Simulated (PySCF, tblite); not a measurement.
**C5H7BO3S: geometry, infrared bands and NMR shifts**

Aim: predict the infrared bands and NMR shifts of C5H7BO3S (`COB(O)c1csc(O)c1`).

Programs: tblite 0.8.0 and PySCF 2.14.0, with density-fitted response routines of our own. Each step states its level of theory. These are calculated values for one molecule in the gas phase, unless marked as measured. Atoms count from 0, in the outputs and in this text.

## (1) The molecule as given

17 atoms, charge 0, multiplicity 1; geometry from: force field or distance geometry start.

Bonds of the start (Å): C0–O1 1.41, O1–B2 1.47, B2–O3 1.48, B2–C4 1.56, C4–C5 1.40, C5–S6 1.69, S6–C7 1.68, C7–O8 1.39, C7–C9 1.39, C9–C4 1.40, C0–H10 1.12, C0–H11 1.11, C0–H12 1.11, O3–H13 1.00, C5–H14 1.08, O8–H15 1.00, C9–H16 1.08.

## (2) Relaxing the molecule with GFN2-xTB

Job settings and geometry (Å):

```
{"job": {"kind": "relax", "xc": "GFN2-xTB", "basis": "xTB"}, "charge": 0, "multiplicity": 1}
C     -2.446100    -0.895500     0.488400
O     -2.142500     0.457000     0.210000
B     -1.093100     0.488800    -0.825300
O     -1.499900     0.558800    -2.243000
C      0.416300     0.535800    -0.431400
C      1.439400     0.584200    -1.382500
S      2.918400     0.622900    -0.568700
C      2.259700     0.580200     0.980900
O      2.981500     0.577700     2.164800
C      0.868700     0.531500     0.892700
H     -3.231200    -0.918500     1.282500
H     -1.576400    -1.458800     0.875200
H     -2.891900    -1.398100    -0.394400
H     -1.539000    -0.395900    -2.526100
H      1.319100     0.604800    -2.453200
H      3.985800     0.614700     2.163200
H      0.224100     0.502300     1.756900
```

Started as:

```sh
> OMP_NUM_THREADS=1 python probes_run.py task.json out
```

One launch serves the whole session: the jobs run in the order shown.

**Question.** This job is followed by: GFN2-xTB harmonic vibrations, gas phase; GIAO PBE0/pcSseg-1 NMR shielding, non-relativistic, gas phase. Predict these results of the whole session: strongest single infrared mode (GFN2-xTB); zero-point energy (GFN2-xTB); ¹³C shifts against TMS (PBE0/pcSseg-1); ¹H shifts against TMS (PBE0/pcSseg-1, means over atoms taken as alike); ¹⁷O shifts against H2O (PBE0/pcSseg-1); ¹¹B shifts against BF3·OEt2 (PBE0/pcSseg-1); ³³S shifts against CS2 (PBE0/pcSseg-1).

The runs gave:

| quantity | value |
| --- | --- |
| strongest single infrared mode (GFN2-xTB) | 1240 cm⁻¹, 539 km/mol |
| zero-point energy (GFN2-xTB) | 74.1 kcal/mol |
| ¹³C shifts against TMS (PBE0/pcSseg-1) | 169.1, 140.9, 127.0, 112.9, 50.8 ppm |
| ¹H shifts against TMS (PBE0/pcSseg-1, means over atoms taken as alike) | 6.78, 6.67, 4.33, 3.94, 3.93 ppm |
| ¹⁷O shifts against H2O (PBE0/pcSseg-1) | 110.6, 102.8, 90.0 ppm |
| ¹¹B shifts against BF3·OEt2 (PBE0/pcSseg-1) | 22.9 ppm |
| ³³S shifts against CS2 (PBE0/pcSseg-1) | 202 ppm |

In words: The optimisation took 146 steps and gained 1.747 eV; among the close pairs (by a distance rule), B2–O3 changed most, from 1.477 to 1.357 Å. No mode is imaginary among the 45: a minimum at this level. The strongest single mode, at 1240 cm⁻¹, moves mainly B2. GFN2-xTB is a fitted tight-binding method: band positions and strengths are rough. Its intensities can rank the bands wrongly. At PBE0/pcSseg-1: The widest tensor belongs to O1: span 220 ppm, with a paramagnetic part of -153 ppm. NICS(1)zz of -21 ppm above the planar ring from C4 marks a diatropic (aromatic) ring current.
